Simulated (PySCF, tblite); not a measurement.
# C₃H₉F₃Si₂: geometry, infrared bands and NMR shifts

Wanted: the infrared bands and NMR shifts of C₃H₉F₃Si₂ (`F[Si](F)(F)CCC[SiH3]`), by calculation.

The runs use tblite 0.8.0 and PySCF 2.14.0, with density-fitted response routines of our own; the level of theory stands in each step. All values are computed, except where a source is named. Atoms count from 0, in the outputs and in this text.

## (1) Starting geometry

17 atoms, charge 0, multiplicity 1; geometry from: force field or distance geometry start.

Bonds of the start (Å): F0–Si1 1.68, Si1–F2 1.69, Si1–F3 1.69, Si1–C4 1.85, C4–C5 1.51, C5–C6 1.51, C6–Si7 1.89, C4–H8 1.10, C4–H9 1.12, C5–H10 1.12, C5–H11 1.09, C6–H12 1.12, C6–H13 1.11, Si7–H14 1.48, Si7–H15 1.47, Si7–H16 1.46.

## (2) Relaxing the molecule with GFN2-xTB

The job: settings as JSON, then the geometry in Å.

```
{"job": {"kind": "relax", "xc": "GFN2-xTB", "basis": "xTB"}, "charge": 0, "multiplicity": 1}
F     -1.579300    -1.699500    -1.085700
Si    -2.167800    -0.787600     0.197900
F     -3.844000    -0.609100     0.096900
F     -1.881800    -1.546000     1.685900
C     -1.404700     0.895200     0.342300
C      0.038000     0.782500    -0.089000
C      0.798900    -0.176800     0.801200
Si     2.580200    -0.228800     0.186100
H     -1.419500     1.280700     1.374500
H     -1.913300     1.638500    -0.324800
H      0.473900     1.809800    -0.010600
H      0.075500     0.502700    -1.144300
H      0.389200    -1.211400     0.716700
H      0.863000     0.154400     1.858300
H      2.578600     0.481700    -1.107300
H      3.497000     0.361900     1.177500
H      2.909400    -1.636200    -0.036000
```

Run with:

```sh
$ OMP_NUM_THREADS=1 python probes_run.py task.json out
```

One launch serves the whole session: the jobs run in the order shown.

**Question.** This job is followed by: GFN2-xTB harmonic vibrations, gas phase; GIAO PBE0/pcSseg-1 NMR shielding, non-relativistic, gas phase. Predict these results of the whole session: strongest single infrared mode (GFN2-xTB); zero-point energy (GFN2-xTB); 13C shifts against TMS (PBE0/pcSseg-1); 1H shifts against TMS (PBE0/pcSseg-1, means over atoms taken as alike); 19F shifts against CFCl3 (PBE0/pcSseg-1, means over atoms taken as alike); 29Si shifts against TMS (PBE0/pcSseg-1); surface potential, 1st and 99th percentile.

The runs gave:

```
                                                                 quantity                       value
                                strongest single infrared mode (GFN2-xTB)        785 cm⁻¹, 388 km/mol
                                             zero-point energy (GFN2-xTB)               72.6 kcal/mol
                                   13C shifts against TMS (PBE0/pcSseg-1)        23.6, 19.2, 14.9 ppm
   1H shifts against TMS (PBE0/pcSseg-1, means over atoms taken as alike)  3.85, 1.60, 1.32, 0.67 ppm
19F shifts against CFCl3 (PBE0/pcSseg-1, means over atoms taken as alike)                  -144.0 ppm
                                  29Si shifts against TMS (PBE0/pcSseg-1)            -48.5, -70.7 ppm
                                    surface potential, 1st and 99th percentile          -0.89 V and 1.51 V
```

**Reading.** Over 147 steps the energy fell by 0.853 eV; of the close pairs, Si1–F3 changed most, 1.694 to 1.589 Å. No mode is imaginary among the 45: a minimum at this level. Unscaled tight-binding wavenumbers are off by several per cent, some by more. Its intensities can rank the bands wrongly. At PBE0/pcSseg-1: The largest span, 137 ppm, is at F0, F2, F3, where the paramagnetic term is -154 ppm.
